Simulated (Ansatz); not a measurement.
**SiCl2 + SiH4: a complex and its separated parts**

The complex below is one end of an elementary step. How strongly is it bound against its free parts?

The runs use Ansatz 0.2.0, Gaussian basis; PBE0-D4/def2-TZVP structures, single points in def2-TZVPP, no counterpoise correction.

Levels: SPW92, PBE-D4, BLYP-D4, r2SCAN-D4, B97M-V, PBE0-D4, B3LYP-D4, r2SCAN0-D4, BHLYP-D4, CAM-B3LYP-D4, wB97X-V, wB97M-V, B2PLYP, PBE-QIDH, RPA on PBE, Hartree-Fock, MP2, CCSD, CCSD(T).

Correlated methods freeze the cores. B3LYP uses VWN-RPA correlation. B2PLYP carries no dispersion term here.

11 further runs of the same task are left out: 11 set aside as unsound or not needed.

### 1 Starting geometry

The complex: 8 atoms, charge 0, spin multiplicity 1.

Atoms are counted from 1 here; the program's logs count them from 0.

Bond lengths: Si1–Cl2 2.084 Å, Si1–Cl3 2.084 Å, H4–Si5 1.498 Å, Si5–H6 1.482 Å, Si5–H7 1.485 Å, Si5–H8 1.482 Å. Angles: Cl2–Si1–Cl3 101.3°, H4–Si5–H6 108.4°, H4–Si5–H7 108.0°, H4–Si5–H8 108.4°, H6–Si5–H7 110.6°, H6–Si5–H8 110.7°, H7–Si5–H8 110.6°.

Coordinates:

```xyz
8
Cl2H4Si2
Si    0.65973   -1.48693   -1.08740
Cl   -0.00799   -3.11345    0.03051
Cl   -0.82116   -1.35801   -2.54786
H    -0.69360   -0.04446    0.36697
Si    0.04590    1.20799    0.72486
H     1.23804    0.83603    1.52265
H    -0.86751    2.06891    1.51869
H     0.44668    1.88993   -0.52851
```

Its parts: SiCl2 holds atoms 1, 2, 3; SiH4 holds atoms 4, 5, 6, 7, 8. Each part counts its atoms afresh in its own runs.

### 2 Relaxing SiCl2 alone

Input file relax-a/in.yaml:

```yaml
crystal:
  periodic: [false, false, false]
  atoms:
    - {symbol: Si, position_ang: [0.659734, -1.486935, -1.087402]}
    - {symbol: Cl, position_ang: [-0.007991, -3.113449, 0.030511]}
    - {symbol: Cl, position_ang: [-0.821160, -1.358008, -2.547856]}
basis:
  gaussian: {orbitals: def2-TZVP}
hamiltonian: {xc: pbe0, dispersion: d4}
relax: {f_tol: 0.005, max_steps: 200}
```

No record of the launch command was kept for these runs.

Further steps of the session: Relaxing SiH4 alone; wB97M-V/def2-TZVPP; CCSD(T)/def2-TZVPP; Vibrations of SiCl2; Vibrations of SiH4.

**Question.** What will these runs give? Wanted: complex less parts, CCSD(T)/def2-TZVPP; with zero-point energy; largest T1 diagnostic.

**Answer**, as computed:

```
                              quantity           value
complex less parts, CCSD(T)/def2-TZVPP  -0.29 kcal/mol
                with zero-point energy  +0.39 kcal/mol
                 largest T1 diagnostic           0.013
```

In words: At CCSD(T) the complex lies 0.29 kcal/mol below its parts. B97M-V is the best functional here (-0.66 kcal/mol from CCSD(T)); SPW92 is the worst (-5.01 kcal/mol). Mean unsigned error by rung: LDA 5.01, GGA 2.16, meta-GGA 1.26, hybrid 1.76, range-separated hybrid 0.97, double hybrid 0.88 kcal/mol. PBE-D4 gives a relative energy 2.84 kcal/mol too low, an error of 982 % of the reference. No counterpoise was applied, and triple zeta lacks some correlation, so the CCSD(T) reference has a basis error of its own, and close matches with it are partly luck. The restricted Hartree–Fock reference is unstable towards an unrestricted one at one or more of these structures.
